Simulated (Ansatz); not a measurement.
This script drives Ansatz's Python interface.

`spin_albh5nsi.py`
```python
"""Gap between spin states of AlBH5NSi at one geometry."""

import ansatz as az


def main() -> None:
    geometry_ang = [
        ("B", (-1.0216, 0.804, -0.0065)),
        ("N", (-0.2069, 0.5272, -1.2652)),
        ("Al", (1.0451, -0.7927, -0.7808)),
        ("Si", (-0.0663, -0.4867, 1.0751)),
        ("H", (-1.9534, 1.5929, 0.1789)),
        ("H", (0.3231, 1.4157, -1.5063)),
        ("H", (2.3271, -1.6061, -1.3895)),
        ("H", (-0.9611, -1.6171, 1.4342)),
        ("H", (0.6026, 0.1165, 2.243)),
    ]
    albh5nsi = az.Crystal.molecule()
    for symbol, xyz in geometry_ang:
        albh5nsi = albh5nsi.atom(symbol, xyz)

    job = albh5nsi.calculation().basis(gaussian="def2-TZVPP").functional("hf")
    found = {}
    for unpaired in [0, 2, 4]:
        r = job.spin("collinear", total=unpaired).run().report
        s = unpaired / 2
        found[unpaired] = r["free_energy_ev"]
        print(f"2S+1 = {unpaired + 1}: E = {found[unpaired]:.5f} eV, <S^2> = {abs(r['mean_field']['state']['spin_squared']):.3f} (pure state {s * (s + 1):.2f})")
    lowest = min(found, key=found.get)
    for unpaired, e in found.items():
        print(f"multiplicity {unpaired + 1}: {23.060548 * (e - found[lowest]):.1f} kcal/mol above the lowest")


if __name__ == "__main__":
    main()
```

It is started by `python spin_albh5nsi.py`. Estimate its wall time and peak memory on 1 thread of Intel(R) Xeon(R) Platinum 8488C (Sapphire Rapids), with other jobs on the host.

It took about 2.1 min, with a peak of 0.83 GiB, for 3 runs of the engine.

```console
$ python spin_albh5nsi.py
2S+1 = 1: E = -16677.60694 eV, <S^2> = 0.000 (pure state 0.00)
2S+1 = 3: E = -16674.92958 eV, <S^2> = 2.051 (pure state 2.00)
2S+1 = 5: E = -16672.42838 eV, <S^2> = 6.052 (pure state 6.00)
multiplicity 1: 0.0 kcal/mol above the lowest
multiplicity 3: 61.7 kcal/mol above the lowest
multiplicity 5: 119.4 kcal/mol above the lowest
```

In order: multiplicity 1 (+0.00 eV), multiplicity 3 (+2.68 eV) and multiplicity 5 (+5.18 eV), all at the one geometry.

What to keep in mind:
- These settings explore the input space; basis and method may be short of convergence.
- The geometry is a force-field or estimated start, not a minimum of this method, and the basis set is short of its limit. All parts are taken at fixed geometry, without zero-point energy.
- Hartree-Fock leaves correlation out, so it favours high-spin states too much.

(Lines on the test bed's own set-up are left out of the output.)
